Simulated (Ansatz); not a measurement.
This script drives the Ansatz DFT code, driven from Python.

The script, `run_kconv.py`:
```python
"""Convergence of Ta with the k-point mesh."""

import ansatz as az
from pymatgen.core import Lattice, Structure
from pymatgen.io.ase import AseAtomsAdaptor
from tabulate import tabulate

FUNCTIONAL = "r2scan"
OCCUPATIONS = "Marzari-Vanderbilt"

pmg_structure = Structure(
    Lattice([[22.70911, 0.0, 0.0], [0.0, 22.70911, 0.0], [0.0, 0.0, 2.37728]]),
    ["Ta", "Ta", "Ta", "Ta"],
    [
        [0.31863, 0.81863, 0.0],
        [0.68137, 0.18137, 0.0],
        [0.18137, 0.31863, 0.0],
        [0.81863, 0.68137, 0.0],
    ],
)
crystal = az.Crystal.from_ase(AseAtomsAdaptor.get_atoms(pmg_structure))

base = (
    crystal.calculation()
    .functional(FUNCTIONAL)
    .pseudopotentials("paw")
    .occupations(OCCUPATIONS, width=150 * az.meV)
)

rows = []
for value in [(1, 1, 3), (1, 1, 4), (1, 1, 6), (1, 1, 7), (1, 1, 9), (2, 2, 12)]:
    r = base.kpoints(*value).run(threads=1).report
    rows.append((value, r["free_energy_ev"] / len(r["lattice"]["sites"]), r["n_iterations"], r["n_kpoints"]))

print(tabulate(rows, headers=["mesh", "F/atom (eV)", "iterations", "k-points"], floatfmt=".4f", tablefmt="plain"))

# differences from the last row
for row in rows[:-1]:
    shift = 1000 * (row[1] - rows[-1][1])
    print(f"{row[0]}: {shift:+.2f} meV/atom" + ("  (within 1 meV)" if abs(shift) < 1 else ""))
```

It is started by `python run_kconv.py`. How long does it take on 1 thread of Arm Neoverse V2, on a shared host, and how much memory does it need?

It took about 8.7 min, with a peak of 2.5 GiB, for 6 runs of the engine.

`python run_kconv.py` gives:
```text
DeckWarning: basis.ecutwfc = 500 eV, auto-derived from the records' recommended cutoffs: set by Ta (their level for a meta-GGA)
mesh          F/atom (eV)    iterations    k-points
(1, 1, 3)      -9939.2696            11           2
(1, 1, 4)      -9938.2294            11           3
(1, 1, 6)      -9938.6740            12           4
(1, 1, 7)      -9938.8316             8           4
(1, 1, 9)      -9938.6472            13           5
(2, 2, 12)     -9938.7307            11          21
(1, 1, 3): -538.83 meV/atom
(1, 1, 4): +501.36 meV/atom
(1, 1, 6): +56.73 meV/atom
(1, 1, 7): -100.87 meV/atom
(1, 1, 9): +83.47 meV/atom
```
(Warnings from the package without file and line.)

Caveats:
- The cell holds layers, chains or clusters in vacuum, no bulk phase.
- The free energy holds a sizeable smearing term, which stands for no physical temperature.
- Points of the mesh across the vacuum add cost only.
- Spin-orbit coupling, which matters for elements this heavy, is left out.
- This isn't the structure that Ta takes at ambient conditions.
- Shifts are counted from the finest mesh, which is itself no proven limit.
